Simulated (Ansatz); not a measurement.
# In(H2S)F3 (F₃H₂InS): structure and electronic state

What does In(H2S)F3 (F₃H₂InS) look like as a singlet, and where do its frontier electrons sit?

Program: Ansatz 0.2.0, Gaussian basis. Level of theory: RKS PBE0-D4/def2-TZVP. These are calculated values, not measurements.

The runs, in order: relaxation at PBE-D4/def2-SVP; a search for the lowest solution at PBE0-D4/def2-SVP; a single point at PBE0-D4/def2-TZVP.

3 further runs of the same task are left out: 3 set aside as unsound or not needed.

## Step 1: Starting geometry

7 atoms, charge 0, spin multiplicity 1.

Atoms are counted from 1 here; the program's logs count them from 0.

Bond lengths: In1–S2 2.637 Å, In1–F5 1.966 Å, In1–F6 1.998 Å, In1–F7 1.967 Å, S2–H3 1.338 Å, S2–H4 1.337 Å. Angles: S2–In1–F5 105.3°, S2–In1–F6 83.7°, S2–In1–F7 102.4°, F5–In1–F6 116.7°, F5–In1–F7 122.2°, F6–In1–F7 116.0°, In1–S2–H3 87.0°, In1–S2–H4 86.3°, H3–S2–H4 92.3°.

Coordinates:

```mol
F3H2InS
  3D, bonds by distance, orders not assigned

  7  6  0  0  0  0  0  0  0  0999 V2000
    0.1862   -0.2910   -0.9935 In  0  0
    0.1308   -0.2205    1.6419 S   0  0
    0.4761    1.0685    1.5449 H   0  0
   -1.1706    0.0632    1.5203 H   0  0
    2.0873   -0.1574   -1.4749 F   0  0
   -0.8231    1.4268   -0.8427 F   0  0
   -0.8866   -1.8896   -1.3959 F   0  0
  1  2  8  0
  1  5  8  0
  1  6  8  0
  1  7  8  0
  2  3  8  0
  2  4  8  0
M  END
```

In takes a core potential in the def2 sets. No spin-orbit coupling is included.

The start is a GFN2-xTB geometry.

## Step 2: Optimising with PBE-D4/def2-SVP

in.yaml reads:

```yaml
crystal:
  periodic: [false, false, false]
  atoms:
    - {symbol: In, position_ang: [0.186160, -0.290970, -0.993530]}
    - {symbol: S, position_ang: [0.130750, -0.220540, 1.641870]}
    - {symbol: H, position_ang: [0.476090, 1.068460, 1.544880]}
    - {symbol: H, position_ang: [-1.170560, 0.063160, 1.520250]}
    - {symbol: F, position_ang: [2.087280, -0.157380, -1.474860]}
    - {symbol: F, position_ang: [-0.823110, 1.426840, -0.842670]}
    - {symbol: F, position_ang: [-0.886620, -1.889560, -1.395940]}
basis:
  gaussian: {orbitals: def2-SVP}
hamiltonian: {xc: pbe, dispersion: d4}
scf: {omitted_lower_state_checks: [starts]}
output: {orbitals: {seedname: orbitals}}
relax: {f_tol: 0.02, max_steps: 100}
```

On the command line:

```bash
ansatz run in.yaml --threads 4 --pin off --events-out ev --progress --plain --max-ram 3916MiB
```

The runs that follow: Searching for the lowest solution, PBE0-D4/def2-SVP; Single point, PBE0-D4/def2-TZVP.

**Question.** What will the summary of the whole plan be? Wanted: point group; commonest bond, hydrogen aside; HOMO, LUMO at PBE0-D4/def2-TZVP; dipole at PBE-D4/def2-SVP.

The runs gave:

```
                       quantity                           value
                    point group                              C1
 commonest bond, hydrogen aside  F–In, 3 of mean length 1.983 Å
HOMO, LUMO at PBE0-D4/def2-TZVP                 -9.73, -2.73 eV
      dipole at PBE-D4/def2-SVP                          3.50 D
```

**Reading.** The molecule keeps its bonding pattern by the stored test; the atoms moved 0.51 Å (rms), and the angle In1–S2–H3 went from 87° to 70°. No usable vibrations, so a minimum isn't proven. The HOMO lies nearest to S2 56 %; F6 14 % and the LUMO to In1 44 %; F5, F7 about 16 % each. The point group is read from a loosely relaxed geometry; soft torsions can leave it below the true symmetry.
